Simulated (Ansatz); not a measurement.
Geometry optimisation, DFT PBE-D3(BJ), scalar-relativistic, plane waves, PAW (Ansatz).

input.yaml

```yaml
crystal:
  lattice:
    - [5.7974, 0.0, 0.0]
    - [-2.8987, 5.020696, 0.0]
    - [0.0, 0.0, 20.07375]
  atoms:
    - { symbol: W, position: [0.0, 0.0, 0.0498163] }
    - { symbol: C, position: [0.3333333, 0.1666667, 0.1202939] }
    - { symbol: W, position: [0.0, 0.0, 0.1907715] }
    - { symbol: C, position: [0.3333333, 0.1666667, 0.2612491] }
    - { symbol: W, position: [0.0, 0.0, 0.3317268] }
    - { symbol: C, position: [0.3333333, 0.1666667, 0.4022044] }
    - { symbol: W, position: [0.0, 0.5, 0.0498163] }
    - { symbol: C, position: [0.3333333, 0.6666667, 0.1202939] }
    - { symbol: W, position: [0.0, 0.5, 0.1907715] }
    - { symbol: C, position: [0.3333333, 0.6666667, 0.2612491] }
    - { symbol: W, position: [0.0, 0.5, 0.3317268] }
    - { symbol: C, position: [0.3333333, 0.6666667, 0.4022044] }
    - { symbol: W, position: [0.5, 0.0, 0.0498163] }
    - { symbol: C, position: [0.8333333, 0.1666667, 0.1202939] }
    - { symbol: W, position: [0.5, 0.0, 0.1907715] }
    - { symbol: C, position: [0.8333333, 0.1666667, 0.2612491] }
    - { symbol: W, position: [0.5, 0.0, 0.3317268] }
    - { symbol: C, position: [0.8333333, 0.1666667, 0.4022044] }
    - { symbol: W, position: [0.5, 0.5, 0.0498163] }
    - { symbol: C, position: [0.8333333, 0.6666667, 0.1202939] }
    - { symbol: W, position: [0.5, 0.5, 0.1907715] }
    - { symbol: C, position: [0.8333333, 0.6666667, 0.2612491] }
    - { symbol: W, position: [0.5, 0.5, 0.3317268] }
    - { symbol: C, position: [0.8333333, 0.6666667, 0.4022044] }
    - { symbol: F, position: [0.355007, 0.9160207, 0.4853976] }
    - { symbol: H, position: [0.5099752, 0.9344681, 0.5053241] }
basis:
  ecutwfc: 420.0
kpoints:
  mp_grid: { grid: [3, 3, 1] }
hamiltonian:
  xc: pbe
  dispersion: d3bj
  pseudopotentials: { kind: paw, azcp: { folder: soft_1 } }
scf:
  occupations: { method: gaussian, width: 0.05 }
  lower_state_search: "off"
relax:
  f_tol: 0.03
  max_steps: 60
  adjacent_minimum: "off"
  constraints: [{ sites: [0, 1, 6, 7, 12, 13, 18, 19] }]
```

Command:

```bash
$ ansatz run input.yaml --threads 4 --pin off --max-ram 10240MiB --backend cpu --events-out ev --progress --plain --runs-dir out
```

Question: Where does it end, and by what steps?

Answer: It converged. The force dipped under the threshold on the way, but the program's further checks kept it going. Limits of this set-up: coarse k mesh, thin slab, slab without dipole correction, a typed lattice constant that wasn't relaxed here. After 22 steps the energy has fallen by 4.431 eV; F25 moved furthest, 1.02 Å.

```json
{"step": "0", "energy less start (eV)": "0.0000", "largest force component (eV/Å)": "6.027", "accepted": "yes"}
{"step": "1", "energy less start (eV)": "-3.9661", "largest force component (eV/Å)": "1.410", "accepted": "yes"}
{"step": "2", "energy less start (eV)": "-4.2162", "largest force component (eV/Å)": "1.394", "accepted": "yes"}
{"step": "3", "energy less start (eV)": "-4.3140", "largest force component (eV/Å)": "0.372", "accepted": "yes"}
{"step": "4", "energy less start (eV)": "-4.3665", "largest force component (eV/Å)": "0.386", "accepted": "yes"}
{"step": "5", "energy less start (eV)": "-4.3972", "largest force component (eV/Å)": "0.102", "accepted": "yes"}
{"step": "6", "energy less start (eV)": "-4.3997", "largest force component (eV/Å)": "0.082", "accepted": "yes"}
{"step": "7", "energy less start (eV)": "-4.3180", "largest force component (eV/Å)": "2.117", "accepted": "no"}
{"step": "8", "energy less start (eV)": "-4.4081", "largest force component (eV/Å)": "0.097", "accepted": "yes"}
{"step": "9", "energy less start (eV)": "-4.4118", "largest force component (eV/Å)": "0.444", "accepted": "yes"}
{"step": "10", "energy less start (eV)": "-4.4227", "largest force component (eV/Å)": "0.102", "accepted": "yes"}
{"step": "11", "energy less start (eV)": "-4.4236", "largest force component (eV/Å)": "0.087", "accepted": "yes"}
{"step": "12", "energy less start (eV)": "-4.4010", "largest force component (eV/Å)": "1.540", "accepted": "no"}
{"step": "13", "energy less start (eV)": "-4.4268", "largest force component (eV/Å)": "0.048", "accepted": "yes"}
{"step": "14", "energy less start (eV)": "-4.4301", "largest force component (eV/Å)": "0.027", "accepted": "yes"}
{"step": "15", "energy less start (eV)": "-4.3816", "largest force component (eV/Å)": "1.988", "accepted": "no"}
{"step": "16", "energy less start (eV)": "-4.4305", "largest force component (eV/Å)": "0.046", "accepted": "yes"}
{"step": "17", "energy less start (eV)": "-4.4310", "largest force component (eV/Å)": "0.018", "accepted": "yes"}
{"step": "18", "energy less start (eV)": "-4.4233", "largest force component (eV/Å)": "0.851", "accepted": "no"}
{"step": "19", "energy less start (eV)": "-4.4311", "largest force component (eV/Å)": "0.017", "accepted": "yes"}
{"step": "20", "energy less start (eV)": "-4.4311", "largest force component (eV/Å)": "0.123", "accepted": "yes"}
{"step": "21", "energy less start (eV)": "-4.4313", "largest force component (eV/Å)": "0.007", "accepted": "yes"}
{"step": "22", "energy less start (eV)": "-4.4313", "largest force component (eV/Å)": "0.007", "accepted": "yes"}
```

```xyz
26
Lattice="5.7974 0.0000 0.0000 -2.8987 5.0207 0.0000 0.0000 0.0000 20.0738" Properties=species:S:1:pos:R:3
W 0.000 0.000 1.000
C 1.449 0.837 2.415
W 0.000 0.000 3.832
C 1.450 0.836 5.219
W 0.000 0.000 6.733
C 1.447 0.838 7.835
W -1.449 2.510 1.000
C 0.000 3.347 2.415
W -1.450 2.510 3.832
C 0.000 3.348 5.219
W -1.449 2.510 6.733
C 0.000 3.344 7.835
W 2.899 0.000 1.000
C 4.348 0.837 2.415
W 2.899 0.000 3.832
C 4.347 0.836 5.219
W 2.899 0.000 6.732
C 4.350 0.838 7.835
W 1.449 2.510 1.000
C 2.899 3.347 2.415
W 1.449 2.510 3.832
C 2.899 3.347 5.217
W 1.449 2.510 6.733
C 2.898 3.347 7.832
F -0.143 4.954 10.585
H -0.099 4.954 9.648
```

Whether the end is a true minimum wasn't checked by a vibrational analysis.

The run took 3 min on 4 threads of AMD EPYC 7B13 (Zen 3) (shared host), peak memory 1.8 GiB.
